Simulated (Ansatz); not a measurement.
Task: a phonon calculation by linear response of AlRu, space group Pm-3m, with Ansatz's Python interface. Give the script and its output. Level of theory: LDA, PAW, the default cutoff (420 eV here), 10×10×10 k-points, Gaussian smearing of 0.1 eV.

```xyz
2
Lattice="2.9916 0.0000 0.0000 0.0000 2.9916 0.0000 0.0000 0.0000 2.9916" Properties=species:S:1:pos:R:3 pbc="T T T"
Al    0.0000    0.0000    0.0000
Ru    1.4958    1.4958    1.4958
```

The script, `alru.py`:
```python
# -*- coding: utf-8 -*-
"""Zone-centre and zone-boundary phonons of AlRu by linear response."""

from pathlib import Path
import warnings

import ansatz as az
import numpy as np


def main():
    warnings.simplefilter("ignore", az.DeckWarning)

    crystal = (
        az.Lattice.of([2.9916, 0.0, 0.0], [0.0, 2.9916, 0.0], [0.0, 0.0, 2.9916])
        .atom("Al", [0.0, 0.0, 0.0])
        .atom("Ru", [0.5, 0.5, 0.5])
    )

    base = (
        crystal.calculation()
        .functional("lda")
        .occupations("gaussian")
        .kpoints(10, 10, 10)
        .phonons("dfpt", points=[(0, 0, 0), (0.5, 0.5, 0), (0.5, 0, 0)])
    )
    out = base.run(runs_dir="runs")
    ph = out.phonons

    for q in ph.qpoints:
        thz = np.asarray(q.omega_inv_cm) / 33.35641
        print("q = ({:.2f}, {:.2f}, {:.2f})".format(*q.q_frac), np.round(thz, 2) + 0.0, "THz")


if __name__ == "__main__":
    main()
```

Output of `python alru.py`:
```text
q = (0.00, 0.00, 0.00) [0.   0.   0.   9.05 9.05 9.05] THz
q = (0.50, 0.50, 0.00) [ 2.96  2.96  5.54  7.95 10.17 10.17] THz
q = (0.50, 0.00, 0.00) [4.6  4.6  6.06 8.3  8.3  9.66] THz
```

No spin polarisation was allowed. The cell isn't relaxed first, so the values belong to this volume. For a metal this k-point mesh is coarse: on a finer one energies can move by several to tens of meV an atom and pressures by half a GPa or more, differences at one mesh by less. The starting cell is as deposited in a crystallographic database; the results hold for this polymorph, which needn't be the stable one. The structure is taken as given; imaginary modes can come from an unrelaxed or unstable start. Phonons of metals also depend on mesh and smearing. Run time: 42 s on 1 thread of Arm Neoverse V2, with other jobs on the host, peak memory 0.58 GiB.
